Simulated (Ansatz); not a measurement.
**CH4BClFGa: one species, many methods**

An exercise on one series of results from a longer session: the logs are not shown, and one member is left open.

Method: functionals in def2-TZVPP, the program's frozen cores in correlated methods; program: Ansatz 0.2.0, Gaussian basis.

The runs, in order: LDA (SPW92), PBE-D4, revPBE-D4, BLYP-D4, r2SCAN-D4, B97M-V, PBE0-D4, B3LYP-D4, r2SCANh-D4, r2SCAN0-D4, HSE06-D4, BHLYP-D4, CAM-B3LYP-D4, LC-ωPBE, ωB97X-V, ωB97M-V, B2PLYP, PBE-QIDH; CCSD(T)/def2-SVP; CCSD(T)/def2-TZVPP; MP2/def2-QZVPP; extrapolation to the limit; RPA on PBE.

## The relaxed structure

All runs share one geometry, relaxed beforehand with PBE0-D4 in a triple-zeta def2 set.

9 atoms, charge 0, spin multiplicity 1.

Atoms are counted from 1 here; the program's logs count them from 0.

Bond lengths: F1–C2 1.396 Å, C2–B3 1.562 Å, C2–H6 1.098 Å, C2–H7 1.098 Å, B3–Cl4 1.753 Å, B3–Ga5 2.090 Å, Ga5–H8 1.572 Å, Ga5–H9 1.572 Å. Angles: F1–C2–B3 111.3°, F1–C2–H6 108.0°, F1–C2–H7 108.0°, B3–C2–H6 111.2°, B3–C2–H7 111.2°, H6–C2–H7 106.8°, C2–B3–Cl4 116.5°, C2–B3–Ga5 119.9°, Cl4–B3–Ga5 123.6°, B3–Ga5–H8 121.2°, B3–Ga5–H9 121.2°, H8–Ga5–H9 117.6°.

The first run:

File in.yaml:

```yaml
crystal:
  periodic: [false, false, false]
  atoms:
    - {symbol: F, position_ang: [1.459767, 0.536171, 1.064998]}
    - {symbol: C, position_ang: [1.245451, 0.534416, -0.314298]}
    - {symbol: B, position_ang: [-0.168367, -0.027081, -0.669015]}
    - {symbol: Cl, position_ang: [-0.579614, -0.089483, -2.372210]}
    - {symbol: Ga, position_ang: [-1.452795, -0.654256, 0.855865]}
    - {symbol: H, position_ang: [2.039214, -0.063935, -0.780657]}
    - {symbol: H, position_ang: [1.367565, 1.563043, -0.678390]}
    - {symbol: H, position_ang: [-1.443172, -2.140272, 1.368086]}
    - {symbol: H, position_ang: [-2.468058, 0.341396, 1.525620]}
basis:
  gaussian: {orbitals: def2-TZVPP}
hamiltonian: {xc: lda}
output: {orbitals: {seedname: orbitals}}
```

Run with:

```sh
> ansatz run in.yaml --threads 4 --pin off --events-out ev --progress --plain --max-ram 10444MiB
```

Steps of the session up to this table: LDA; PBE-D4 (GGA); revPBE-D4 (GGA); BLYP-D4 (GGA); r2SCAN-D4 (meta-GGA); B97M-V (meta-GGA); B3LYP-D4 (hybrid); r2SCANh-D4 (hybrid); r2SCAN0-D4 (hybrid); HSE06-D4 (hybrid); BHLYP-D4 (hybrid); CAM-B3LYP-D4 (range-separated); LC-ωPBE (range-separated); ωB97X-V (range-separated); ωB97M-V (range-separated); B2PLYP (double hybrid); PBE-QIDH (double hybrid).

One of the session's tables, all rows but one given; the rest of the session is left out.

It belongs to the step «Orbital energies across the functionals». 

| functional | HOMO (eV) | LUMO (eV) | gap (eV) |
| --- | --- | --- | --- |
| LDA (SPW92) | -6.39 | -3.02 | 3.37 |
| PBE-D4 | ? | ? | ? |
| revPBE-D4 | -6.20 | -2.69 | 3.51 |
| BLYP-D4 | -6.15 | -2.62 | 3.54 |
| r2SCAN-D4 | -6.51 | -2.53 | 3.98 |
| B97M-V | -6.59 | -2.53 | 4.06 |
| PBE0-D4 | -7.45 | -1.88 | 5.57 |
| B3LYP-D4 | -7.27 | -2.06 | 5.21 |
| r2SCANh-D4 | -6.95 | -2.21 | 4.74 |
| r2SCAN0-D4 | -7.61 | -1.73 | 5.88 |
| HSE06-D4 | -7.05 | -2.26 | 4.79 |
| BHLYP-D4 | -8.56 | -0.95 | 7.61 |
| CAM-B3LYP-D4 | -8.79 | -0.81 | 7.98 |
| LC-ωPBE | -10.10 | 0.40 | 10.50 |
| ωB97X-V | -9.75 | 0.24 | 10.00 |
| ωB97M-V | -9.57 | 0.01 | 9.58 |

**Question.** Estimate the row for PBE-D4.

The run gave: HOMO (eV): -6.26; LUMO (eV): -2.79; gap (eV): 3.47. In the column «HOMO (eV)» it lies between LDA (SPW92) (-6.39) and revPBE-D4 (-6.20).
